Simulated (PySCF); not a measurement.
# A diatomic session: SnBr

What are the lowest state that PBE0 finds, the bond length, vibrational wavenumber and bond energy of SnBr, and how much do these hang on the method?

The runs use PySCF 2.14.0; Sn cc-pVDZ-PP with ECP28, Br cc-pVDZ-PP with ECP10, scalar-relativistic core potentials.

**1. Set-up**

A driver script around PySCF takes these settings:

```
atoms                         : Sn, Br
charge                        : 0
basis                         : Sn cc-pVDZ-PP with ECP28, Br cc-pVDZ-PP with ECP10
Hamiltonian                   : scalar-relativistic core potentials
basis functions               : 46
electrons treated             : 47
masses in u                   : 119.9022, 78.9183
levels                        : PBE0, PBE, r²SCAN, TPSSh, r²SCAN0, BHandHLYP, HF, MP2, SCS-MP2, CCSD, CCSD(T)
grid                          : 80 radial by 434 angular points
occupations                   : held fixed by the projection of orbital angular momentum
dissociation limit            : Sn + Br, each in its ground configuration
starting distance in angstrom : 2.465
values of 2S to try           : 1, 3
```

Run with:

```
$ OMP_NUM_THREADS=1 python dia.py task.json out
```

Further steps of the session: PBE0 along the bond; Other states along the same grid; PBE; r²SCAN; TPSSh (hybrid meta-GGA); r²SCAN0 (hybrid meta-GGA); BHandHLYP; UHF (mean field); MP2 and coupled cluster.

Before running it: what results should come out? Wanted: for each run, Re; ωe; De; μ.

**Answer**, as computed:

Lowest PBE0 solution found, without spin–orbit coupling: ²Π (doublet), unpaired electrons π ↑. State 2 has its PBE0 minimum 3.14 eV higher. The other levels ran on the lowest alone.

```tsv
level	Re (Å)	ωe (cm⁻¹)	De (eV)	μ (D)
UHF	2.561	236.5	2.18	-3.42
UHF-MP2	2.541	246.2	3.11	n/a
UHF-SCS-MP2	2.551	242.1	3.01	n/a
UHF-CCSD	2.552	241.7	2.92	n/a
UHF-CCSD(T)	2.554	240.8	3.00	n/a
PBE	2.563	233.4	3.62	-2.49
r²SCAN	2.541	241.5	3.55	-2.58
TPSSh	2.550	238.0	3.50	-2.67
PBE0	2.540	242.2	3.44	-2.72
r²SCAN0	2.528	246.6	3.39	-2.75
BHandHLYP	2.546	240.8	3.21	-3.00
```

De is counted to Sn + Br in their ground configurations. A positive dipole means Sn(−)Br(+).

Differences from CCSD(T) in the same basis:

```tsv
level	Re (mÅ)	ωe (%)
UHF	+7	-1.8
UHF-MP2	-12	+2.2
UHF-SCS-MP2	-3	+0.6
UHF-CCSD	-2	+0.4
PBE	+9	-3.1
r²SCAN	-13	+0.3
TPSSh	-4	-1.1
PBE0	-14	+0.6
r²SCAN0	-26	+2.4
BHandHLYP	-8	0.0
```

**Reading.** Against CCSD(T) in the same basis, the bond length is nearest at UHF-CCSD (-2 mÅ) and farthest at r²SCAN0 (-26 mÅ); the wavenumber is nearest at BHandHLYP (0.0 %) and farthest at PBE (-3.1 %). CCSD(T) in a basis this small is itself some way from its limit, more so than the functionals. Among the levels with a De in the table, it runs from 2.18 eV (UHF) to 3.62 eV (PBE).

Correlated steps freeze 8 core orbitals. Spin–orbit coupling is left out, which matters for elements this heavy, above all for dissociation energies.
